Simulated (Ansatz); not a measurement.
## Hg3Pt under changes of volume

One of the cells (20.496 Å³/atom); the others are scaled copies at fixed shape and fractional positions:

```xyz
4
Lattice="4.3442 0.0000 0.0000 0.0000 4.3442 0.0000 0.0000 0.0000 4.3442" Properties=species:S:1:pos:R:3 pbc="T T T"
Hg    2.1721    2.1721    0.0000
Hg    2.1721    0.0000    2.1721
Hg    0.0000    2.1721    2.1721
Pt    0.0000    0.0000    0.0000
```

The cell comes from a database or a generator and needn't be the stable form of this composition.

- Program: Ansatz 0.2.0
- Functional: PBE
- Potentials or basis: Ansatz PAW
- Cutoff: 420 eV (not typed: the program's choice for these potentials)
- k mesh: 6 × 6 × 6
- Occupations: fermi-dirac, width 0.05 eV
- Spin: no spin polarisation

```tsv
volume (Å³/atom)	energy over the lowest point (meV/atom)	pressure (GPa)
19.267	11.93	4.6
19.676	3.26	2.3
20.086	0.00	0.4
20.496	?	?
20.906	6.68	-2.8
21.316	15.38	-4.0
21.726	26.93	-5.0
```

Question: What does the run at 20.496 Å³/atom give?

Answer: Energy over the lowest point 1.34 meV/atom; pressure -1.3 GPa.

Worked out: A Birch-Murnaghan fit of order 3 (a polynomial in V^(-2/3)) to the other rows has its minimum at 20.16 Å³/atom with B0 = V·E''(V) = 86 GPa and B' = 6.7. It gives 1.36 meV/atom at 20.496 Å³/atom, against the run's 1.34, and -dE/dV = -1.3 GPa, against -1.3.

Energies are extrapolated to zero smearing.
